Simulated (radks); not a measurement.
# Ionisation of Sn: one atom, several choices of functional

One table from this session's results is given with a row withheld; the runs are named, their logs left out.

Method: non-relativistic Kohn-Sham, spin-unpolarised, spherical densities, point nucleus. Code: radks (a radial shooting solver on a logarithmic mesh, Libxc functionals) version 1.

## The atom as given

| Property | Result |
| --- | --- |
| element | tin (Z = 50) |
| charge | 0 |
| electrons | 50 |
| configuration | [Kr] 4d10 5s2 5p2 |
| ion | Sn⁺, [Kr] 4d10 5s2 5p1 |
| choices | TPSS; AM05; OLYP; Wu-Cohen GGA; LDA (Slater exchange, Perdew-Wang correlation); revPBE; exchange-only r2SCAN; revTPSS |

Outer shells as boxes (Hund's rule):

Sn
```
[Kr] core
4d [↑↓][↑↓][↑↓][↑↓][↑↓]
5s [↑↓]
5p [↑ ][↑ ][  ]
```

Sn⁺
```
[Kr] core
4d [↑↓][↑↓][↑↓][↑↓][↑↓]
5s [↑↓]
5p [↑ ][  ][  ]
```

Set-up of the first run:

The run's settings:

```text
Z 50
configuration [Kr] 4d10 5s2 5p2
relativity non-relativistic
functional tpss,tpss
spin unpolarised
nucleus point
```

Steps of the session up to this table: TPSS: Sn; TPSS: Sn⁺; AM05: Sn; AM05: Sn⁺; OLYP: Sn; OLYP: Sn⁺; Wu-Cohen GGA: Sn; Wu-Cohen GGA: Sn⁺; LDA (Slater exchange, Perdew-Wang correlation): Sn; LDA (Slater exchange, Perdew-Wang correlation): Sn⁺; revPBE: Sn; revPBE: Sn⁺; exchange-only r2SCAN: Sn; exchange-only r2SCAN: Sn⁺; revTPSS: Sn; revTPSS: Sn⁺.

One table of the session follows, with a row left open; its other results are not shown here.

```
                                    functional  Δ-SCF (eV)  −ε(HOMO) (eV)  <r> HOMO (bohr)
                                          TPSS       6.906          3.761            3.245
                                          AM05       6.904          3.730            3.248
                                          OLYP           ?              ?                ?
                                  Wu-Cohen GGA       6.968          3.782            3.231
LDA (Slater exchange, Perdew-Wang correlation)       7.141          3.931            3.236
                                        revPBE       6.874          3.721            3.268
                          exchange-only r2SCAN       6.166          3.100            3.299
                                       revTPSS       6.919          3.778            3.245
```

**Question.** Estimate the row for OLYP.

**Answer.** Δ-SCF (eV): 6.673; −ε(HOMO) (eV): 3.531; <r> HOMO (bohr): 3.297. In the column «Δ-SCF (eV)» it lies between exchange-only r2SCAN (6.166) and revPBE (6.874).

Relativity is left out here, which matters for elements this heavy. Spin polarisation and multiplet splitting are left out, so open shells lie too high by an amount that depends on their filling.
